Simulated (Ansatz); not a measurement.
# Tantalum, A15 under PBEsol: structure and ground-state energy

The plan for tantalum in the A15 structure: relax it, then solve it on a dense k-mesh. Spin polarisation is left out. The k-meshes are 5×5×5 for the relaxation; 7×7×7 for the dense run.

Method: DFT PBEsol, plane waves (420 eV) with PAW, scalar-relativistic; the PAW data stem from PBE, with regenerated cores, in Ansatz 0.2.0.

## 1. The system as given

It takes space group Pm-3n (No. 223, cubic). The conventional cell has a = 5.248 Å, b = 5.248 Å, c = 5.248 Å, α = 90.00°, β = 90.00°, γ = 90.00°. Around Ta (site symmetry m-3) lie 12 Ta at 2.93 Å. Ta (site symmetry -4m2) has 6 Ta at 2.62 to 2.93 Å as nearest neighbours.

Structure file:

```
CELL_PARAMETERS angstrom
5.24763 0.00000 0.00000
0.00000 5.24763 0.00000
0.00000 0.00000 5.24763
ATOMIC_POSITIONS crystal
Ta 0.00000 0.00000 0.00000
Ta 0.50000 0.50000 0.50000
Ta 0.25000 0.00000 0.50000
Ta 0.75000 0.00000 0.50000
Ta 0.50000 0.25000 0.00000
Ta 0.50000 0.75000 0.00000
Ta 0.00000 0.50000 0.25000
Ta 0.00000 0.50000 0.75000
```

## 2. Geometry optimisation

The input, input.yaml:

```yaml
crystal:
  lattice:
    - [5.2476303976, 0.0, 0.0]
    - [0.0, 5.2476303976, 0.0]
    - [0.0, 0.0, 5.2476303976]
  atoms:
    - { symbol: Ta, position: [0.0, 0.0, 0.0] }
    - { symbol: Ta, position: [0.5, 0.5, 0.5] }
    - { symbol: Ta, position: [0.25, 0.0, 0.5] }
    - { symbol: Ta, position: [0.75, 0.0, 0.5] }
    - { symbol: Ta, position: [0.5, 0.25, 0.0] }
    - { symbol: Ta, position: [0.5, 0.75, 0.0] }
    - { symbol: Ta, position: [0.0, 0.5, 0.25] }
    - { symbol: Ta, position: [0.0, 0.5, 0.75] }
hamiltonian:
  xc: pbesol
  pseudopotentials:
    kind: paw
    azcp:
      Ta: "pseudopotentials/Ta.paw.azcp"
basis:
  ecutwfc: 420
  fft_grid_basis: typed
kpoints:
  mp_grid: { grid: [5, 5, 5], shift: [0, 0, 0] }
magnetization:
  spin_polarized: false
scf:
  occupations: { method: fermi_dirac, width: 0.1 }
relax:
  max_steps: 60
  f_tol: 0.01
  cell: {}
```

Run with:

```bash
$ ansatz run input.yaml --threads 4 --pin off --max-ram 8192MiB --backend cpu --events-out ev --progress --plain --runs-dir out
```

Further steps of the session: Single point on a dense mesh.

Before running it: what results should come out? Wanted: space group; conventional cell; volume; shortest distance; gap on the mesh; relative to bcc.

As calculated:

```
                      quantity                         value
space group (spins left aside)               Pm-3n (No. 223)
             conventional cell                   a = 5.252 Å
                        volume                18.103 Å³/atom
             shortest distance                       2.626 Å
               gap on the mesh  none (levels filled in part)
               relative to bcc                  +44 meV/atom
```

What this shows: The relaxation enlarged the cell by 0.2 % in volume. Against the usual form of tantalum (bcc, computed apart with the same settings) it stands 44 meV/atom higher. Levels at the Fermi energy are filled in part, as in a metal. The symmetry was held, so the structure may be unstable against distortions that break it.
